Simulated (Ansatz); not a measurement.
**SiClEt3 (C₆H₁₅ClSi): structure and electronic state**

What does SiClEt3 (C₆H₁₅ClSi) look like as a singlet, and where do its frontier electrons sit?

Program: Ansatz 0.2.0, Gaussian basis. Level of theory: RKS PBE0-D4/def2-TZVP. These are calculated values, not measurements.

Levels to be run: relaxation at r2SCAN-D4/def2-SVP; a single point at PBE0-D4/def2-TZVP.

2 further runs of the same task are left out: 2 set aside as unsound or not needed. Runs told in other sessions of the task aren't counted.

## Step 1: The starting structure

23 atoms, charge 0, spin multiplicity 1.

Atoms are counted from 1 here; the program's logs count them from 0.

Bond lengths: Si1–Cl2 2.042 Å, Si1–C3 1.913 Å, Si1–C10 1.913 Å, Si1–C17 1.913 Å, C3–C4 1.527 Å, C3–H5 1.091 Å, C3–H6 1.091 Å, C4–H7 1.088 Å, C4–H8 1.087 Å, C4–H9 1.087 Å, C10–C11 1.526 Å, C10–H12 1.091 Å, C10–H13 1.091 Å, C11–H14 1.088 Å, C11–H15 1.087 Å, C11–H16 1.087 Å, C17–C18 1.527 Å, C17–H19 1.091 Å and more. Angles: Cl2–Si1–C3 108.0°, Cl2–Si1–C10 108.2°, Cl2–Si1–C17 108.0°, C3–Si1–C10 110.8°, C3–Si1–C17 111.0°, C10–Si1–C17 110.8°, Si1–C3–C4 113.6°, Si1–C3–H5 109.2°, Si1–C3–H6 109.8°, C4–C3–H5 108.5°, C4–C3–H6 109.0°, H5–C3–H6 106.4°, C3–C4–H7 110.7°, C3–C4–H8 110.6°, C3–C4–H9 110.8°, H7–C4–H8 108.3°, H7–C4–H9 108.2°, H8–C4–H9 108.3° and more.

The start is a GFN2-xTB geometry.

## Step 2: Relaxation at r2SCAN-D4/def2-SVP

in.yaml

```yaml
crystal:
  periodic: [false, false, false]
  atoms:
    - {symbol: Si, position_ang: [0.000500, 0.002800, 0.250220]}
    - {symbol: Cl, position_ang: [-0.013430, -0.009460, 2.292500]}
    - {symbol: C, position_ang: [1.806250, 0.256900, -0.327740]}
    - {symbol: C, position_ang: [2.754370, -0.852430, 0.120440]}
    - {symbol: H, position_ang: [2.176200, 1.207320, 0.059850]}
    - {symbol: H, position_ang: [1.839630, 0.333490, -1.415170]}
    - {symbol: H, position_ang: [3.773550, -0.638180, -0.195810]}
    - {symbol: H, position_ang: [2.746380, -0.946870, 1.203550]}
    - {symbol: H, position_ang: [2.459780, -1.807490, -0.307500]}
    - {symbol: C, position_ang: [-1.110620, 1.441870, -0.344640]}
    - {symbol: C, position_ang: [-0.664430, 2.809830, 0.165020]}
    - {symbol: H, position_ang: [-2.135400, 1.266030, -0.014380]}
    - {symbol: H, position_ang: [-1.137200, 1.461490, -1.434790]}
    - {symbol: H, position_ang: [-1.347290, 3.587310, -0.172450]}
    - {symbol: H, position_ang: [-0.642810, 2.823370, 1.251860]}
    - {symbol: H, position_ang: [0.331320, 3.050900, -0.198770]}
    - {symbol: C, position_ang: [-0.681960, -1.678200, -0.356030]}
    - {symbol: C, position_ang: [-2.099050, -1.973380, 0.128840]}
    - {symbol: H, position_ang: [-0.024430, -2.478130, -0.012600]}
    - {symbol: H, position_ang: [-0.666040, -1.712430, -1.446010]}
    - {symbol: H, position_ang: [-2.426390, -2.953280, -0.213610]}
    - {symbol: H, position_ang: [-2.140690, -1.960460, 1.215110]}
    - {symbol: H, position_ang: [-2.798230, -1.231000, -0.247890]}
basis:
  gaussian: {orbitals: def2-SVP}
hamiltonian: {xc: r2scan, dispersion: d4}
scf: {lower_state_search: "off"}
output: {orbitals: {seedname: orbitals}}
relax: {f_tol: 0.02, max_steps: 100}
```

The run is started by

```console
$ ansatz run in.yaml --threads 4 --pin off --events-out ev --progress --plain --max-ram 4787MiB
```

After this run come: Single point, PBE0-D4/def2-TZVP.

**Question.** What will the summary of the whole plan be? Wanted: point group; commonest bond, hydrogen aside; HOMO, LUMO at PBE0-D4/def2-TZVP; dipole at r2SCAN-D4/def2-SVP.

**Answer**, as computed:

| quantity | value |
| --- | --- |
| point group | C3 |
| commonest bond, hydrogen aside | C–Si, 3 of mean length 1.880 Å |
| HOMO, LUMO at PBE0-D4/def2-TZVP | -7.92, 0.90 eV |
| dipole at r2SCAN-D4/def2-SVP | 2.20 D |

The molecule keeps its bonding pattern by the stored test; the atoms moved 0.04 Å (rms). No usable vibrations, so a minimum isn't proven. The HOMO lies nearest to C3 23 %; Cl2 21 % and the LUMO to H6, H13, H20 about 12 % each. The point group is read from a loosely relaxed geometry; soft torsions can leave it below the true symmetry.
